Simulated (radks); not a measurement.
# Ionising lanthanum step by step, La³⁸⁺ to La⁵⁶⁺

One table from this session's results is given with a row withheld; the runs are named, their logs left out.

The numbers are computed with radks (a radial shooting solver on a logarithmic mesh, Libxc functionals) version 1 (scalar-relativistic Kohn-Sham, exchange-only LDA, spin-polarised, spherical densities, point nucleus; open shells are filled with parallel spins first), except any that are marked as measured or tabulated.

## The atom as given

```
element             : lanthanum (Z = 57)
charges             : 38 to 56
first configuration : [Ar] 3d1
last configuration  : 1s1
```

The outer shells:

La³⁸⁺
```
[Ar] core
3d [↑ ][  ][  ][  ][  ]
```

La⁵⁶⁺
```
1s [↑ ]
```

The first run:

The run's settings:

```text
Z 57
configuration [Ar] 3d1
relativity scalar-relativistic
functional lda,
spin polarised
nucleus point
c 137.035999084
```

Steps of the session up to this table: La³⁸⁺, [Ar] 3d1.

One table of the session follows, with a row left open; its other results are not shown here.

It belongs to the step «La³⁸⁺, [Ar] 3d1». From the orbitals of this run (lengths in bohr):

| level | <r> | outermost maximum (interpolated) | 90 % within | nodes |
| --- | --- | --- | --- | --- |
| 2p up | 0.09336 | 0.0729 | 0.152 | 0 |
| 2p down | 0.09332 | 0.0728 | 0.151 | 0 |
| 3s up | ? | ? | ? | ? |
| 3s down | 0.2641 | 0.248 | 0.384 | 2 |
| 3p up | 0.2573 | 0.240 | 0.381 | 1 |
| 3p down | 0.2575 | 0.240 | 0.382 | 1 |
| 3d up | 0.2281 | 0.192 | 0.349 | 0 |
| 3d down | 0.2283 | 0.192 | 0.349 | 0 |

Estimate the missing values for 3s up.

As computed: <r>: 0.2639; outermost maximum (interpolated): 0.248; 90 % within: 0.384; nodes: 2. In the column «<r>» it lies between 3p down (0.2575) and 3s down (0.2641).

To keep in mind: Open shells are spherical and high-spin; term and fine-structure splittings are not resolved.
